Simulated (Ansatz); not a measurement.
**C3H8Cl2GaN: geometry and vibrations**

What shape does C3H8Cl2GaN take? The plan is to relax it, then compute its harmonic vibrations to see whether it is a minimum and to get the zero-point energy and entropy, and look at its orbitals and charge.

Method: RKS PBE0-D4/def2-TZVP; program: Ansatz 0.2.0, Gaussian basis.

Levels to be run: relaxation at PBE0-D4/def2-TZVP; harmonic vibrations at the same level; a single point in def2-TZVPP for the fields.

## (1) The starting structure

SMILES `CC(C)[NH][Ga]([Cl])[Cl]`, 15 atoms, charge 0, spin multiplicity 1.

Atoms are counted from 1 here; the program's logs count them from 0.

Bond lengths: C1–C2 1.528 Å, C1–H8 1.087 Å, C1–H9 1.089 Å, C1–H10 1.087 Å, C2–C3 1.528 Å, C2–N4 1.460 Å, C2–H11 1.099 Å, C3–H12 1.093 Å, C3–H13 1.087 Å, C3–H14 1.089 Å, N4–Ga5 1.851 Å, N4–H15 1.017 Å, Ga5–Cl6 2.088 Å, Ga5–Cl7 2.088 Å. Angles: C2–C1–H8 109.9°, C2–C1–H9 110.3°, C2–C1–H10 110.2°, H8–C1–H9 108.6°, H8–C1–H10 108.9°, H9–C1–H10 108.8°, C1–C2–C3 111.1°, C1–C2–N4 109.1°, C1–C2–H11 108.9°, C3–C2–N4 112.0°, C3–C2–H11 108.7°, N4–C2–H11 106.8°, C2–C3–H12 109.4°, C2–C3–H13 110.7°, C2–C3–H14 110.5°, H12–C3–H13 108.8°, H12–C3–H14 108.6°, H13–C3–H14 108.8° and more.

The start is a GFN2-xTB geometry.

## (2) Relaxation at PBE0-D4/def2-TZVP

File in.yaml:

```yaml
crystal:
  periodic: [false, false, false]
  atoms:
    - {symbol: C, position_ang: [-1.604060, -0.894620, -0.348000]}
    - {symbol: C, position_ang: [-0.430700, -0.099000, 0.222820]}
    - {symbol: C, position_ang: [0.423000, -0.963790, 1.149520]}
    - {symbol: N, position_ang: [0.350300, 0.458930, -0.878000]}
    - {symbol: Ga, position_ang: [1.370880, 1.995570, -0.725850]}
    - {symbol: Cl, position_ang: [1.019260, 3.341970, 0.831170]}
    - {symbol: Cl, position_ang: [2.709370, 2.470100, -2.256070]}
    - {symbol: H, position_ang: [-2.185800, -0.267580, -1.019520]}
    - {symbol: H, position_ang: [-1.240270, -1.756590, -0.904820]}
    - {symbol: H, position_ang: [-2.247950, -1.242760, 0.455550]}
    - {symbol: H, position_ang: [-0.823640, 0.751440, 0.797020]}
    - {symbol: H, position_ang: [1.245790, -0.364920, 1.548460]}
    - {symbol: H, position_ang: [-0.170960, -1.339430, 1.978790]}
    - {symbol: H, position_ang: [0.840390, -1.809540, 0.605020]}
    - {symbol: H, position_ang: [0.744380, -0.279760, -1.456100]}
basis:
  gaussian: {orbitals: def2-TZVP}
hamiltonian: {xc: pbe0, dispersion: d4}
relax: {f_tol: 0.005, max_steps: 150}
```

Launch:

```bash
> ansatz run in.yaml --threads 2 --pin off --events-out ev --progress --plain --max-ram 32768MiB --backend cuda --devices 0, --max-vram 18GiB
```

After this run come: Force constants and modes; Orbitals, density and potential.

Q: Predict the results of all the runs planned. Wanted: point group; shift from the start; total energy; dispersion term; dipole moment; lowest, highest wavenumber; zero-point energy; HOMO, LUMO.

As calculated:

| quantity | value |
| --- | --- |
| point group | Cs |
| steps | 17 |
| shift from the start (rms) | 0.316 Å |
| total energy | -82140.9302 eV |
| dispersion term | -358 meV |
| dipole moment | 2.84 D |
| lowest, highest wavenumber | 24, 3606 cm⁻¹ |
| zero-point energy | 71.0 kcal/mol |
| entropy at 298.15 K | 440.9 J/(mol K) |
| HOMO, LUMO | -7.30, -0.92 eV |

**Reading.** The relaxed geometry lies 0.32 Å (rms) from the start; the bond that changed most is N4–Ga5, from 1.851 to 1.791 Å. All wavenumbers are real, so the end point is a minimum. The stiffest mode, 3606 cm⁻¹, is an N–H stretch, and 5 modes under 200 cm⁻¹ make the vibrational entropy uncertain. Harmonic hybrid wavenumbers usually lie a few per cent above measured fundamentals. The largest Mulliken charge, +0.56 e, sits on Ga5. The HOMO lies mostly on N4 60 %; H15 8 % and the LUMO on Ga5 43 %; Cl6, Cl7 about 18 % each.
